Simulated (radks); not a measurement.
**Nuclear size and the levels of Ga**

An exercise on one series of results from a longer session: the logs are not shown, and one member is left open.

The numbers are computed with radks (a radial shooting solver on a logarithmic mesh, Libxc functionals) version 1 (Dirac Kohn-Sham, exchange-only LDA, spin-unpolarised, spherical densities, finite nucleus; open shells fill j = l - 1/2 first), except any that are marked as measured or tabulated.

### The atom as given

```
element            : gallium (Z = 31)
charge             : 0
electrons          : 31
configuration      : [Ar] 3d10 4s2 4p1
nuclear rms radius : 3.9973 fm
```

The first run:

Input:

```text
Z 31
configuration [Ar] 3d10 4s2 4p1 5s0 4d0
relativity Dirac
functional lda,
spin unpolarised
j_filling energy
nucleus finite rms 3.9973 fm
c 137.035999084
```

Steps of the session up to this table: rms radius 3.9973 fm.

One table of the session follows, with a row left open; its other results are not shown here.

It belongs to the step «rms radius 3.9973 fm». Sizes of the orbitals, from the radial functions (bohr):

| level | <r> | outermost maximum (interpolated) | 90 % within | nodes |
| --- | --- | --- | --- | --- |
| 3p1/2 | 0.6729 | 0.561 | 1.04 | 1 |
| 3p3/2 | 0.6839 | 0.570 | 1.06 | 1 |
| 3d3/2 | 0.8100 | 0.529 | 1.40 | 0 |
| 3d5/2 | 0.8166 | 0.532 | 1.41 | 0 |
| 4s1/2 | 2.356 | 1.89 | 3.62 | 3 |
| 4p1/2 | ? | ? | ? | ? |
| 4p3/2 | 3.605 | 2.59 | 5.88 | 2 |
| 5s1/2 | 11.44 | 8.26 | 18.6 | 4 |

**Question.** Estimate the row for 4p1/2.

The run gave: <r>: 3.522; outermost maximum (interpolated): 2.54; 90 % within: 5.74; nodes: 2. In the column «<r>» it lies between 4s1/2 (2.356) and 4p3/2 (3.605).
